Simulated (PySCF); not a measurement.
# singlet [GaH2O2]+: levels of theory compared

Aim: a comparison of 6 runs (B3LYP/6-31G*, M06-2X/def2-SVPD, PBE/def2-SVPD, PBE0/def2-SVPD, revPBE/def2-SVPD, wB97X/def2-SVPD) of singlet [GaH2O2]+. 

The calculation is run with PySCF 2.14.0.

6 further runs of the same task are left out: 6 set aside as unsound or not needed.

## 1. The molecule

The species is [GaH2O2]+ (5 atoms), meant as a singlet with charge +1. As SMILES of the parent species, `[OH][Ga][OH]`. The coordinates come from a PBE0-D4/def2-TZVP relaxation. This is one conformer, not always the lowest. That shape belongs to the parent species and isn't relaxed for this state.

Bond lengths: O1–Ga2 1.804 Å, Ga2–O3 1.795 Å, O1–H4 0.960 Å, O3–H5 0.963 Å. Angles: O1–Ga2–O3 114.9°, Ga2–O1–H4 114.9°, Ga2–O3–H5 111.1°.

## 2. The energy at B3LYP/6-31G(d) (spherical functions) (run 1)

File run.py:

```python
from pyscf import gto, dft

mol = gto.Mole()
mol.atom = [
    ('O', (-0.370600, 0.021600, -1.274400)),
    ('Ga', (-0.311700, -0.753800, 0.353600)),
    ('O', (0.618200, 0.154900, 1.591100)),
    ('H', (-0.867400, -0.464600, -1.936500)),
    ('H', (0.981500, 0.968200, 1.224700)),
]
mol.max_memory = 1860
mol.basis = '6-31g*'
mol.spin = 0
mol.verbose = 3
mol.charge = 1
mol.build()

myscf = dft.RKS(mol, xc='b3lyp')
myscf.conv_tol = 1e-10
myscf.grids.level = 5
myscf.kernel()
if not myscf.converged:
    myscf = myscf.newton().run(myscf.mo_coeff, myscf.mo_occ)

etot = myscf.e_tot
print(f'total energy: {etot:.8f} hartree')
```

Launch:

```console
OMP_NUM_THREADS=1 python run.py
```

What it wrote:

```text
converged SCF energy = -2075.9454398649
total energy: -2075.94543986 hartree
```

Run time: 12 s. Hardware: 1 thread of Intel Xeon at 2.70GHz, shared host; peak memory 0.34 GiB.

## 3. A single-point energy at M06-2X/def2-SVPD (run 2)

File job.py:

```python
from pyscf import gto, dft

mol = gto.Mole()
mol.atom = [
    ('O', (-0.370600, 0.021600, -1.274400)),
    ('Ga', (-0.311700, -0.753800, 0.353600)),
    ('O', (0.618200, 0.154900, 1.591100)),
    ('H', (-0.867400, -0.464600, -1.936500)),
    ('H', (0.981500, 0.968200, 1.224700)),
]
mol.max_memory = 1860
mol.basis = 'def2-svpd'
mol.verbose = 3
mol.charge = 1
mol.build()

ks = dft.RKS(mol, xc='m06-2x')
ks.conv_tol = 1e-10
ks.grids.level = 5
ks.kernel()
if not ks.converged:
    ks = ks.newton().run(ks.mo_coeff, ks.mo_occ)

etot = ks.e_tot
print('E(%s) = %.9f' % ('M06-2X', etot))
```

Launch:

```console
OMP_NUM_THREADS=1 python job.py
```

What it wrote:

```text
converged SCF energy = -2075.78422099799
E(M06-2X) = -2075.784220998
```

Wall time 32 s (1 thread of Intel Xeon at 2.70GHz, shared host); peak memory 0.54 GiB.

Run 3 isn't shown in full; the table further down has it.

## 4. The energy at PBE0/def2-SVPD (run 4)

File job.py:

```python
from pyscf import gto, dft

mol = gto.Mole()
mol.atom = '''
O       -0.370600       0.021600      -1.274400
Ga      -0.311700      -0.753800       0.353600
O        0.618200       0.154900       1.591100
H       -0.867400      -0.464600      -1.936500
H        0.981500       0.968200       1.224700
'''
mol.basis = 'def2-svpd'
mol.verbose = 3
mol.charge = 1
mol.max_memory = 1860
mol.build()

ks = dft.RKS(mol, xc='pbe0')
ks.grids.level = 5
ks.conv_tol = 1e-10
ks.kernel()
if not ks.converged:
    ks = ks.newton().run(ks.mo_coeff, ks.mo_occ)

e_tot = ks.e_tot
print('Final energy', e_tot)
```

Launch:

```console
OMP_NUM_THREADS=1 python job.py
```

What it wrote:

```text
converged SCF energy = -2075.43162871486
Final energy -2075.431628714865
```

Run time: 21 s. Hardware: 1 thread of Intel Xeon at 2.70GHz, shared host; peak memory 0.51 GiB.

Run 5 isn't shown in full; the table further down has it.

## 5. A single-point energy at wB97X/def2-SVPD (run 6)

File input.py:

```python
from pyscf import gto, dft

mol = gto.M(
    atom='''
O   -0.370600   0.021600  -1.274400
Ga  -0.311700  -0.753800   0.353600
O    0.618200   0.154900   1.591100
H   -0.867400  -0.464600  -1.936500
H    0.981500   0.968200   1.224700
''',
    charge=1,
    verbose=4,
    max_memory=1860,
    basis='def2-svpd',
)

myscf = dft.RKS(mol, xc='wb97x')
myscf.grids.level = 5
myscf.conv_tol = 1e-10
myscf.kernel()
if not myscf.converged:
    myscf = myscf.newton().run(myscf.mo_coeff, myscf.mo_occ)

e_final = myscf.e_tot
print('E(%s) = %.9f' % ('WB97X', e_final))
```

Launch:

```console
OMP_NUM_THREADS=1 python input.py
```

What it wrote:

```text
PySCF version 2.14.0

[... 78 lines left out ...]
converged SCF energy = -2075.84616386975
E(WB97X) = -2075.846163870
```

Run time: 32 s. Hardware: 1 thread of Intel Xeon at 2.70GHz, shared host; peak memory 0.51 GiB.

## 6. Overview of the runs

```
run                               level   energy (Eh)  HOMO energy (eV)  LUMO energy (eV)  HOMO–LUMO gap (eV)  wall time
  1  B3LYP/6-31G* (spherical functions)  -2075.945440            -14.89            -11.76                3.13       12 s
  2                    M06-2X/def2-SVPD  -2075.784221            -16.98            -10.83                6.15       32 s
  3                       PBE/def2-SVPD  -2075.406543            -13.73            -12.30                1.42       18 s
  4                      PBE0/def2-SVPD  -2075.431629            -15.33            -11.46                3.87       21 s
  5                    revPBE/def2-SVPD  -2075.669462            -13.65            -12.19                1.46       29 s
  6                     wB97X/def2-SVPD  -2075.846164            -17.84             -9.42                8.42       32 s
```

## 7. What came out

| quantity | value |
| --- | --- |
| run 6: total energy | -2075.84616 Eh |
| run 6: HOMO energy | -17.84 eV |
| run 6: LUMO energy | -9.42 eV |
| run 6: HOMO–LUMO gap | 8.42 eV |

In words: The HOMO–LUMO gap runs from 1.42 eV (PBE/def2-SVPD) to 8.42 eV (wB97X/def2-SVPD). Totals of different functionals can't be ranked against each other. All runs together took 2.4 min, the longest 32 s.
